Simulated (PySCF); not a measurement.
# Pb2(OH)4: other functionals and bases at one geometry

One table from this session's results is given with a row withheld; the runs are named, their logs left out.

Computed with PySCF 2.14.0. Level: several levels, as the steps say, no spin–orbit coupling.

2 further runs of the same task are left out: 2 for a known fault of the program. Runs told in other sessions of the task aren't counted.

### The starting structure

10 atoms, charge 0, spin multiplicity 1.

Bond lengths: Pb1–O3 2.328 Å, Pb1–O5 2.326 Å, Pb1–O7 2.147 Å, Pb2–O3 2.328 Å, Pb2–O5 2.326 Å, Pb2–O9 2.147 Å, O3–H4 0.981 Å, O5–H6 0.976 Å, O7–H8 0.978 Å, O9–H10 0.978 Å. Angles: O3–Pb1–O5 73.5°, O3–Pb1–O7 92.1°, O5–Pb1–O7 95.3°, O3–Pb2–O5 73.5°, O3–Pb2–O9 92.1°, O5–Pb2–O9 95.3°, Pb1–O3–Pb2 106.2°, Pb1–O3–H4 107.0°, Pb2–O3–H4 107.0°, Pb1–O5–Pb2 106.3°, Pb1–O5–H6 123.3°, Pb2–O5–H6 123.3°, Pb1–O7–H8 110.2°, Pb2–O9–H10 110.2°.

Coordinates:

| atom | x (Å) | y (Å) | z (Å) |
| --- | --- | --- | --- |
| Pb1 | 0.01275 | 0.64317 | 1.86214 |
| Pb2 | 0.01275 | 0.64317 | -1.86214 |
| O3 | 0.95867 | 1.67170 | 0.00000 |
| H4 | 1.91264 | 1.44455 | 0.00000 |
| O5 | -0.77969 | -0.50413 | 0.00000 |
| H6 | -1.60936 | -1.01722 | 0.00000 |
| O7 | 1.73490 | -0.60646 | 2.14619 |
| H8 | 1.91218 | -1.12676 | 1.33747 |
| O9 | 1.73490 | -0.60646 | -2.14619 |
| H10 | 1.91218 | -1.12676 | -1.33747 |

Formal oxidation states: Pb +2. An earlier session relaxed this geometry at PBE, Pb def2-SVP with ECP60, O def2-SVP, H def2-SVP (singlet, point group Cs).

At PBE on the finer grid: E = -688.682015 Eh, HOMO -5.63 eV, LUMO -2.00 eV, Mulliken charge on Pb1 +0.65 e, largest force component 0.033 eV/Å. 

Levels to run: TPSSh; HF; PBE0; wB97X; PBE, TZVP; PBE, x2c-SVP. Hardware: 2 threads of Arm Neoverse V1, shared host.

The first run:

File run.py (the lines that set the calculation):

```python
mol = gto.M(atom='''
Pb     0.01275     0.64317     1.86214
Pb     0.01275     0.64317    -1.86214
O      0.95867     1.67170     0.00000
H      1.91264     1.44455     0.00000
O     -0.77969    -0.50413     0.00000
H     -1.60936    -1.01722     0.00000
O      1.73490    -0.60646     2.14619
H      1.91218    -1.12676     1.33747
O      1.73490    -0.60646    -2.14619
H      1.91218    -1.12676    -1.33747''',
    basis={'Pb': 'def2-SVP', 'O': 'def2-SVP', 'H': 'def2-SVP'},
    ecp={'Pb': 'def2-SVP'},
    charge=0, spin=0)
mf = dft.RKS(mol, xc='TPSSH')
mf.grids.atom_grid = (75, 302)
mf = mf.density_fit()  # fitting sets: Pb def2-universal-JKFIT, O def2-universal-JKFIT, H def2-universal-JKFIT
mf.conv_tol = 1e-08; mf.max_cycle = 55
mf.kernel(dm0)  # dm0: the density of the relaxed state
```

Command:

```
$ OMP_NUM_THREADS=2 python run.py
```

Steps of the session up to this table: TPSSh; HF; PBE0; wB97X; PBE, TZVP; PBE, x2c-SVP.

One of the session's tables, all rows but one given; the rest of the session is left out.

| level | HOMO (eV) | gap (eV) | charge on Pb1 (e) | dipole (D) | largest force component (eV/Å) |
| --- | --- | --- | --- | --- | --- |
| PBE (relaxed here) | -5.63 | 3.62 | 0.65 | 3.81 | 0.03 |
| TPSSh | -6.33 | 4.69 | 0.74 | 4.15 | 0.34 |
| HF | ? | ? | ? | ? | ? |
| PBE0 | -7.16 | 5.81 | 0.78 | 4.39 | 0.67 |
| wB97X | -9.39 | 9.86 | 0.80 | 4.57 | 0.80 |
| PBE, TZVP | -5.99 | 3.74 | 0.84 | 4.48 | 0.22 |
| PBE, x2c-SVP | -5.63 | 3.61 | 0.67 | 3.78 | 0.56 |

Estimate the missing values for HF.

The run gave: HOMO (eV): -9.97; gap (eV): 11.31; charge on Pb1 (e): 1.09; dipole (D): 5.28; largest force component (eV/Å): 1.87. In the column «HOMO (eV)» it is the lowest.

In one basis the HOMO–LUMO gap runs from 3.62 eV (PBE) to 11.31 eV (HF). The largest leftover force, 1.87 eV/Å with HF, stands at a geometry relaxed at another level. Total energies of different levels can't be compared.
